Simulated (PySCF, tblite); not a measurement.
# C5H6ClFO2: a rotation path, then NMR shifts on frames

Aim: move C5H6ClFO2 (`C=C[C@@H](Cl)[C@@H](F)C(=O)O`) away from its starting geometry and see how NMR shifts follow the geometry.

The runs use tblite 0.8.0 and PySCF 2.14.0, with density-fitted response routines of our own; the level of theory stands in each step. All values are computed, except where a source is named. Atoms are numbered from 0 throughout.

**1. The starting structure**

15 atoms, charge 0, multiplicity 1; geometry from: GFN2-xTB.

Bonds of the start (Å): C0–C1 1.32, C1–C2 1.49, C2–Cl3 1.81, C2–C4 1.53, C4–F5 1.37, C4–C6 1.53, C6–O7 1.20, C6–O8 1.32, C0–H9 1.08, C0–H10 1.08, C1–H11 1.08, C2–H12 1.09, C4–H13 1.10, O8–H14 0.97.

**2. A band between two rotamers with GFN2-xTB**

The job: settings as JSON, then the geometry in Å.

```
{"job": {"kind": "neb", "xc": "GFN2-xTB", "basis": "xTB", "atoms": [2, 4, 6, 8], "turn": 120}, "charge": 0, "multiplicity": 1}
C     -2.657833     0.262077    -0.284136
C     -1.359480     0.468383    -0.161840
C     -0.331068    -0.436399    -0.750831
Cl     0.426762     0.404609    -2.159230
C      0.765325    -0.806255     0.255383
F      1.434117    -1.922822    -0.167054
C      1.730628     0.364901     0.454158
O      1.411556     1.379768     1.009453
O      2.927472     0.128273    -0.048300
H     -3.377210     0.941341     0.137620
H     -3.052550    -0.591671    -0.810336
H     -0.967393     1.331752     0.356051
H     -0.771922    -1.353435    -1.149496
H      0.302973    -1.056170     1.220795
H      3.514207     0.893637     0.064540
```

Method: GFN2-xTB climbing-image nudged elastic band, gas phase.

Run with:

```
$ OMP_NUM_THREADS=1 python probes_run.py task.json out
```

One launch serves the whole session: the jobs run in the order shown.

The log of the run:

```text
image   E - E0 / eV
  0      -0.0000
  1       0.0277
  2       0.0890
  3       0.1620
  4       0.2002
  5       0.1758
  6       0.1212
  7       0.0689
  8       0.0397
```

Wall time 4.1 s (1 thread of Arm Neoverse V1, shared host); peak memory 0.19 GiB.

The final band, with the dihedral C2–C4–C6–O8:

| image | dihedral (°) | energy (eV) | energy (kcal/mol) |
| --- | --- | --- | --- |
| 0 | -111 | 0.000 | 0.0 |
| 1 | -90 | 0.028 | 0.6 |
| 2 | -70 | 0.089 | 2.1 |
| 3 | -49 | 0.162 | 3.7 |
| 4 | -24 | 0.200 | 4.6 |
| 5 | 1 | 0.176 | 4.1 |
| 6 | 26 | 0.121 | 2.8 |
| 7 | 48 | 0.069 | 1.6 |
| 8 | 68 | 0.040 | 0.9 |

**3. Nuclear shieldings: image 0, PBE0/pcSseg-1**

The job: settings as JSON, then the geometry in Å.

```
{"job": {"kind": "nmr", "xc": "PBE0", "basis": "pcSseg-1", "pop": false}, "charge": 0, "multiplicity": 1}
C     -2.657800     0.262100    -0.284100
C     -1.359500     0.468400    -0.161800
C     -0.331100    -0.436400    -0.750800
Cl     0.426800     0.404600    -2.159200
C      0.765300    -0.806300     0.255400
F      1.434100    -1.922800    -0.167100
C      1.730600     0.364900     0.454200
O      1.411600     1.379800     1.009500
O      2.927500     0.128300    -0.048300
H     -3.377200     0.941300     0.137600
H     -3.052600    -0.591700    -0.810300
H     -0.967400     1.331800     0.356100
H     -0.771900    -1.353400    -1.149500
H      0.303000    -1.056200     1.220800
H      3.514200     0.893600     0.064500
```

Level: GIAO PBE0/pcSseg-1 NMR shielding, non-relativistic, gas phase.

The log of the run:

```text
coarse grid: 14032 points
cycle   1  E = -903.6407834399  dE =  1.467e+00  |g| = 1.042e+00  |ddm| = 3.516e+00
cycle   2  E = -903.2227933953  dE =  4.180e-01  |g| = 1.847e+00  |ddm| = 1.992e+00
cycle   3  E = -903.8264224254  dE = -6.036e-01  |g| = 2.869e-01  |ddm| = 1.405e+00
cycle   4  E = -903.8402258311  dE = -1.380e-02  |g| = 1.035e-01  |ddm| = 2.427e-01
cycle   5  E = -903.8419232160  dE = -1.697e-03  |g| = 2.506e-02  |ddm| = 7.176e-02
cycle   6  E = -903.8420520780  dE = -1.289e-04  |g| = 8.342e-03  |ddm| = 2.830e-02
cycle   7  E = -903.8420658584  dE = -1.378e-05  |g| = 2.916e-03  |ddm| = 8.454e-03
cycle   8  E = -903.8420677614  dE = -1.903e-06  |g| = 5.376e-04  |ddm| = 2.278e-03
final grid: 134040 points
cycle   9  E = -903.9220829262  dE = -3.539e-05  |g| = 1.200e-02  |ddm| = 2.683e-02
cycle  10  E = -903.9220422379  dE =  4.069e-05  |g| = 1.919e-02  |ddm| = 2.066e-02
cycle  11  E = -903.9221087310  dE = -6.649e-05  |g| = 2.657e-03  |ddm| = 1.333e-02
cycle  12  E = -903.9221099797  dE = -1.249e-06  |g| = 7.063e-04  |ddm| = 1.976e-03
cycle  13  E = -903.9221100619  dE = -8.221e-08  |g| = 1.514e-04  |ddm| = 5.772e-04
cycle  14  E = -903.9221100661  dE = -4.181e-09  |g| = 5.072e-05  |ddm| = 1.372e-04
cycle  15  E = -903.9221100666  dE = -5.070e-10  |g| = 1.956e-05  |ddm| = 5.548e-05
converged SCF energy = -903.9221100666

GIAO shielding tensors (ppm)
atom      isotropic    diamagn.    paramagn.     s11        s22        s33       span
  0 C       60.668     252.747    -192.080    -49.351     70.684    160.669    210.020
  1 C       43.166     256.265    -213.099    -81.681     53.500    157.680    239.361
  2 C      116.154     246.188    -130.034    104.491    121.199    122.772     18.280
  3 Cl     752.294    1147.419    -395.125    554.177    661.915   1040.792    486.616
  4 C       89.723     243.574    -153.851     68.409     82.629    118.133     49.724
  5 F      382.806     469.109     -86.303    343.807    389.274    415.336     71.530
  6 C       13.251     252.076    -238.825    -88.243     48.386     79.608    167.851
  7 O      -83.924     402.959    -486.883   -309.597   -218.513    276.338    585.935
  8 O      119.565     387.459    -267.894    -41.072    175.964    223.803    264.875
  9 H       26.123      28.763      -2.640     23.450     24.894     30.027      6.577
 10 H       26.053      30.206      -4.153     22.192     25.233     30.733      8.541
 11 H       24.924      31.564      -6.640     21.378     23.485     29.909      8.531
 12 H       27.063      31.418      -4.354     24.526     24.728     31.935      7.409
 13 H       26.523      29.534      -3.012     22.694     27.816     29.059      6.365
 14 H       24.956      28.569      -3.613     18.981     22.336     33.551     14.570
```

Wall time 26 s (1 thread of Arm Neoverse V1, shared host); peak memory 0.85 GiB.

The references, computed at this level on geometries of the same kind, shield at (ppm): ¹H TMS 31.72, ¹³C TMS 186.9, ¹⁹F CFCl3 170.9, ¹⁷O H2O 336.1, ³⁵Cl HCl 950. Their shielding less the atom's gives the shift. The references are single molecules in the gas phase, so shifts against H2O, NH3, PH3, H3PO4 or CFCl3 are not on the usual liquid scales and can be off by tens of ppm. Each atom is listed at this fixed geometry, with no averaging over motion; a spectrum would average atoms that exchange fast.

| atoms | environment | σ (ppm) | δ (ppm) |
| --- | --- | --- | --- |
| C6 | carboxylic acid carbon | 13.3 | 173.7 |
| C1 | alkene CH | 43.2 | 143.8 |
| C0 | terminal =CH2 carbon | 60.7 | 126.3 |
| C4 | sp3 CH bonded to F, α to a carbonyl | 89.7 | 97.2 |
| C2 | allylic sp3 CH bonded to Cl | 116.2 | 70.8 |
| H11 | hydrogen on an alkene CH | 24.92 | 6.79 |
| H14 | hydrogen on an acid hydroxyl oxygen | 24.96 | 6.76 |
| H10 | hydrogen on a terminal =CH2 carbon | 26.05 | 5.66 |
| H9 | hydrogen on a terminal =CH2 carbon | 26.12 | 5.59 |
| H13 | hydrogen on an sp3 CH bonded to F, α to a carbonyl | 26.52 | 5.19 |
| H12 | hydrogen on an allylic sp3 CH bonded to Cl | 27.06 | 4.65 |
| Cl3 | chlorine bonded to C | 752 | 197 |
| F5 | fluorine on an sp3 carbon | 382.8 | -211.9 |
| O7 | carbonyl oxygen | -83.9 | 420.0 |
| O8 | acid hydroxyl oxygen | 119.6 | 216.5 |

**4. NMR shieldings: image 2, PBE0/pcSseg-1**

The job: settings as JSON, then the geometry in Å.

```
{"job": {"kind": "nmr", "xc": "PBE0", "basis": "pcSseg-1", "pop": false}, "charge": 0, "multiplicity": 1}
C     -2.604600     0.348900    -0.382600
C     -1.302300     0.484600    -0.208000
C     -0.310400    -0.505900    -0.718500
Cl     0.429300     0.156500    -2.224100
C      0.764000    -0.845200     0.321000
F      1.457000    -1.961300    -0.080100
C      1.756700     0.289600     0.604100
O      1.777100     0.889600     1.643200
O      2.573800     0.521200    -0.405400
H     -3.303700     1.086000    -0.030000
H     -3.020200    -0.505900    -0.889700
H     -0.888500     1.348800     0.291100
H     -0.797300    -1.436800    -1.021700
H      0.268700    -1.100200     1.269000
H      3.196300     1.238200    -0.201300
```

Level: GIAO PBE0/pcSseg-1 NMR shielding, non-relativistic, gas phase.

The log of the run:

```text
coarse grid: 14032 points
cycle   1  E = -903.6314223186  dE =  1.461e+00  |g| = 1.048e+00  |ddm| = 3.513e+00
cycle   2  E = -903.2069416375  dE =  4.245e-01  |g| = 1.860e+00  |ddm| = 2.008e+00
cycle   3  E = -903.8190332477  dE = -6.121e-01  |g| = 2.933e-01  |ddm| = 1.428e+00
cycle   4  E = -903.8335856175  dE = -1.455e-02  |g| = 1.067e-01  |ddm| = 2.470e-01
cycle   5  E = -903.8354177715  dE = -1.832e-03  |g| = 2.425e-02  |ddm| = 6.981e-02
cycle   6  E = -903.8355391262  dE = -1.214e-04  |g| = 7.840e-03  |ddm| = 2.606e-02
cycle   7  E = -903.8355505800  dE = -1.145e-05  |g| = 2.936e-03  |ddm| = 7.952e-03
cycle   8  E = -903.8355524733  dE = -1.893e-06  |g| = 5.880e-04  |ddm| = 2.375e-03
final grid: 134040 points
cycle   9  E = -903.9153851803  dE = -3.581e-05  |g| = 1.190e-02  |ddm| = 2.623e-02
cycle  10  E = -903.9153436120  dE =  4.157e-05  |g| = 1.924e-02  |ddm| = 2.055e-02
cycle  11  E = -903.9154105003  dE = -6.689e-05  |g| = 2.780e-03  |ddm| = 1.328e-02
cycle  12  E = -903.9154118773  dE = -1.377e-06  |g| = 7.148e-04  |ddm| = 2.028e-03
cycle  13  E = -903.9154119624  dE = -8.507e-08  |g| = 1.461e-04  |ddm| = 5.704e-04
cycle  14  E = -903.9154119664  dE = -4.013e-09  |g| = 4.608e-05  |ddm| = 1.294e-04
cycle  15  E = -903.9154119668  dE = -3.986e-10  |g| = 1.904e-05  |ddm| = 5.070e-05
converged SCF energy = -903.9154119668

GIAO shielding tensors (ppm)
atom      isotropic    diamagn.    paramagn.     s11        s22        s33       span
  0 C       58.350     252.454    -194.104    -53.691     68.190    160.552    214.243
  1 C       45.500     256.643    -211.143    -80.089     57.394    159.195    239.283
  2 C      117.861     245.891    -128.031    103.061    123.943    126.578     23.517
  3 Cl     742.855    1146.980    -404.126    548.065    660.777   1019.722    471.657
  4 C       89.878     241.842    -151.965     69.881     82.446    117.306     47.425
  5 F      381.160     469.269     -88.109    341.286    388.756    413.437     72.151
  6 C       15.121     250.105    -234.984    -88.822     55.591     78.594    167.416
  7 O     -118.758     401.126    -519.884   -358.571   -249.137    251.435    610.006
  8 O      118.171     389.407    -271.236    -31.945    168.748    217.710    249.654
  9 H       26.062      28.775      -2.713     23.180     24.984     30.022      6.841
 10 H       25.901      30.089      -4.188     21.788     25.184     30.732      8.944
 11 H       25.664      31.722      -6.058     22.237     24.586     30.169      7.932
 12 H       26.943      31.105      -4.162     23.835     24.739     32.255      8.419
 13 H       26.449      29.670      -3.220     23.419     26.720     29.210      5.791
 14 H       24.939      28.758      -3.819     19.449     22.189     33.179     13.730
```

It took 26 s on 1 thread of Arm Neoverse V1, shared host; peak memory 0.87 GiB.

In short: δ C6 171.8, C1 141.4, C0 128.6, C4 97.0, H14 6.78, H11 6.05 ppm.

[end of part 1 of 2]
